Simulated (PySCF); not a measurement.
# BeI: the SCF solver's settings

The same problem is solved with other solver options, one edit a run.

The runs use PySCF 2.14.0; method and basis as typed in the scripts.

2 further runs of the same task are left out: 2 that didn't finish.

## 1. Starting geometry

BeI: 2 atoms, charge 0, spin multiplicity 2.

Bond lengths: Be1–I2 2.111 Å.

## 2. Base script

Contents of input.py:

```python
from pyscf import gto, dft, tdscf

mol = gto.M(
    atom='Be 0 0 0; I 0 0 2.111',
    basis='sbkjc',
    ecp={'Be': 'sbkjc', 'I': 'sbkjc'},
    charge=0,
    spin=1,
    verbose=3,
)
mf = dft.UKS(mol, xc='o3lyp')
mf.kernel()
td = tdscf.TDDFT(mf)
td.nstates = 5
td.kernel()
td.analyze(verbose=3)
mf.dip_moment()
print('orbital energies (hartree):', [e[max(0, n-3):n+3].round(4) for e, n in zip(mf.mo_energy, mol.nelec)])
```

On the command line:

```bash
$ python input.py
```

Its log is not repeated here.

In short: E(SCF) = -12.511337 Eh, ⟨S²⟩ = 0.753, μ = 0.32 D, excitations 3.05, 3.05, 4.44, 4.44, 5.19 eV.

The bond length is a typed value, not an optimised one.

## 3. DIIS space 4

Edit 1 changes DIIS space: default → 4.

Contents of input.py:

```python
from pyscf import gto, dft, tdscf

mol = gto.M(
    atom='Be 0 0 0; I 0 0 2.111',
    basis='sbkjc',
    ecp={'Be': 'sbkjc', 'I': 'sbkjc'},
    charge=0,
    spin=1,
    verbose=3,
)
mf = dft.UKS(mol, xc='o3lyp')
mf.diis_space = 4
mf.kernel()
td = tdscf.TDDFT(mf)
td.nstates = 5
td.kernel()
td.analyze(verbose=3)
mf.dip_moment()
print('orbital energies (hartree):', [e[max(0, n-3):n+3].round(4) for e, n in zip(mf.mo_energy, mol.nelec)])
```

On the command line:

```bash
$ python input.py
```

## 4. DIIS space 2

Edit 2 changes DIIS space: default → 2.

input.py, as its differences from that of step 2:

```diff
@@ -11,2 +11,3 @@
 mf = dft.UKS(mol, xc='o3lyp')
+mf.diis_space = 2
 mf.kernel()
```

## 5. Second-order solver on

Edit 3 changes second-order solver: off → on.

input.py, as its differences from that of step 2:

```diff
@@ -11,2 +11,3 @@
 mf = dft.UKS(mol, xc='o3lyp')
+mf = mf.newton()
 mf.kernel()
```

## 6. Damping 0.5

Edit 4 changes damping: none → 0.5.

input.py, as its differences from that of step 2:

```diff
@@ -11,2 +11,4 @@
 mf = dft.UKS(mol, xc='o3lyp')
+mf.damp = 0.5
+mf.diis_start_cycle = 8
 mf.kernel()
```

**Question.** What will these runs give? Wanted: for each run, E(SCF); from base; SCF dipole; after the SCF.

**Answer**, as computed:

```
                   run  E(SCF) (hartree)  from base (eV)  SCF dipole (D)              after the SCF
                  base        -12.511337               0            0.32  lowest root found 3.05 eV
          DIIS space 4        -12.511337          0.0000            0.32  lowest root found 3.05 eV
          DIIS space 2        -12.511337          0.0000            0.32  lowest root found 3.05 eV
second-order solver on        -12.511337          0.0000            0.32  lowest root found 3.05 eV
           damping 0.5        -12.511337          0.0000            0.32  lowest root found 3.05 eV
```

What this shows: No change of the SCF energy comes from DIIS space 4 or DIIS space 2 or second-order solver on or damping 0.5.
